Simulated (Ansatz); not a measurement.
# C₁₂H₁₄O₂: small, medium and large basis sets

The task here is to estimate one member of a computed series from the others.

The runs use Ansatz 0.2.0, Gaussian basis; one geometry, several basis sets.

Levels to be run: PBE0-D4/def2-SVP; ωB97M-V/def2-SVP; PBE0-D4/def2-QZVPP; ωB97M-V/def2-QZVPP; the functionals' def2-TZVPP values are taken from earlier runs.

### Structure used throughout

The geometry comes from an earlier relaxation with PBE0-D4 in a triple-zeta def2 set; it is a stationary point, not always the lowest conformer.

SMILES `CC(C)C(=O)/C=C(\O)c1ccccc1`, 28 atoms, charge 0, spin multiplicity 1.

Atoms are counted from 1 here; the program's logs count them from 0.

Bond lengths: C1–C2 1.526 Å, C1–H15 1.093 Å, C1–H16 1.092 Å, C1–H17 1.093 Å, C2–C3 1.525 Å, C2–C4 1.511 Å, C2–H18 1.093 Å, C3–H19 1.093 Å, C3–H20 1.093 Å, C3–H21 1.092 Å, C4–O5 1.246 Å, C4–C6 1.429 Å, C6–C7 1.373 Å, C6–H22 1.078 Å, C7–O8 1.311 Å, C7–C9 1.469 Å, O8–H23 1.024 Å, C9–C10 1.394 Å and more. Angles: C2–C1–H15 110.1°, C2–C1–H16 111.4°, C2–C1–H17 111.4°, H15–C1–H16 108.1°, H15–C1–H17 107.8°, H16–C1–H17 108.0°, C1–C2–C3 111.6°, C1–C2–C4 110.7°, C1–C2–H18 108.8°, C3–C2–C4 111.5°, C3–C2–H18 109.0°, C4–C2–H18 104.9°, C2–C3–H19 110.0°, C2–C3–H20 111.5°, C2–C3–H21 111.5°, H19–C3–H20 107.6°, H19–C3–H21 108.1°, H20–C3–H21 108.0° and more.

The first run:

Contents of in.yaml:

```yaml
crystal:
  periodic: [false, false, false]
  atoms:
    - {symbol: C, position_ang: [-3.006624, 0.624939, 1.823722]}
    - {symbol: C, position_ang: [-3.032170, 0.751478, 0.303288]}
    - {symbol: C, position_ang: [-2.787389, 2.188665, -0.143418]}
    - {symbol: C, position_ang: [-2.044742, -0.201968, -0.329170]}
    - {symbol: O, position_ang: [-2.474554, -1.135520, -1.033544]}
    - {symbol: C, position_ang: [-0.645814, -0.024505, -0.100816]}
    - {symbol: C, position_ang: [0.252396, -0.894809, -0.666412]}
    - {symbol: O, position_ang: [-0.162881, -1.892560, -1.409403]}
    - {symbol: C, position_ang: [1.708735, -0.812500, -0.489645]}
    - {symbol: C, position_ang: [2.500628, -1.901224, -0.852500]}
    - {symbol: C, position_ang: [3.873809, -1.855095, -0.684895]}
    - {symbol: C, position_ang: [4.474248, -0.719563, -0.161913]}
    - {symbol: C, position_ang: [3.694109, 0.373069, 0.191474]}
    - {symbol: C, position_ang: [2.321493, 0.327252, 0.030053]}
    - {symbol: H, position_ang: [-3.777873, 1.260181, 2.266032]}
    - {symbol: H, position_ang: [-3.190910, -0.403555, 2.140875]}
    - {symbol: H, position_ang: [-2.042530, 0.936906, 2.233377]}
    - {symbol: H, position_ang: [-4.010633, 0.427195, -0.061635]}
    - {symbol: H, position_ang: [-3.564281, 2.843272, 0.258904]}
    - {symbol: H, position_ang: [-1.823705, 2.560317, 0.213740]}
    - {symbol: H, position_ang: [-2.800092, 2.276771, -1.231777]}
    - {symbol: H, position_ang: [-0.301925, 0.775888, 0.534742]}
    - {symbol: H, position_ang: [-1.183496, -1.806206, -1.414380]}
    - {symbol: H, position_ang: [2.023383, -2.781883, -1.262205]}
    - {symbol: H, position_ang: [4.478856, -2.709574, -0.964913]}
    - {symbol: H, position_ang: [5.549951, -0.682528, -0.033700]}
    - {symbol: H, position_ang: [4.159455, 1.266974, 0.590090]}
    - {symbol: H, position_ang: [1.725955, 1.193284, 0.290429]}
basis:
  gaussian: {orbitals: def2-SVP}
hamiltonian: {xc: pbe0, dispersion: d4}
output: {orbitals: {seedname: orbitals}}
```

Run with:

```bash
ansatz run in.yaml --threads 11 --pin off --events-out ev --progress --plain --max-ram 174080MiB --backend cpu
```

Among the steps run: PBE0-D4 in def2-SVP; ωB97M-V in def2-SVP; PBE0-D4 in def2-QZVPP; ωB97M-V in def2-QZVPP.

One table of the session follows, with a row left open; its other results are not shown here.

It belongs to the step «Density functionals: the series». 

| functional | basis | HOMO (eV) | LUMO (eV) |
| --- | --- | --- | --- |
| PBE0-D4 | def2-SVP | -6.67 | -1.79 |
| PBE0-D4 | def2-TZVPP | -6.73 | -1.88 |
| PBE0-D4 | def2-QZVPP | -6.75 | -1.91 |
| ωB97M-V | def2-SVP | -8.69 | 0.23 |
| ωB97M-V | def2-TZVPP | ? | ? |
| ωB97M-V | def2-QZVPP | -8.78 | 0.05 |

**Question.** Estimate the row for ωB97M-V, def2-TZVPP.

As computed: HOMO (eV): -8.76; LUMO (eV): 0.09. In the column «HOMO (eV)» it lies between ωB97M-V, def2-QZVPP (-8.78) and ωB97M-V, def2-SVP (-8.69).
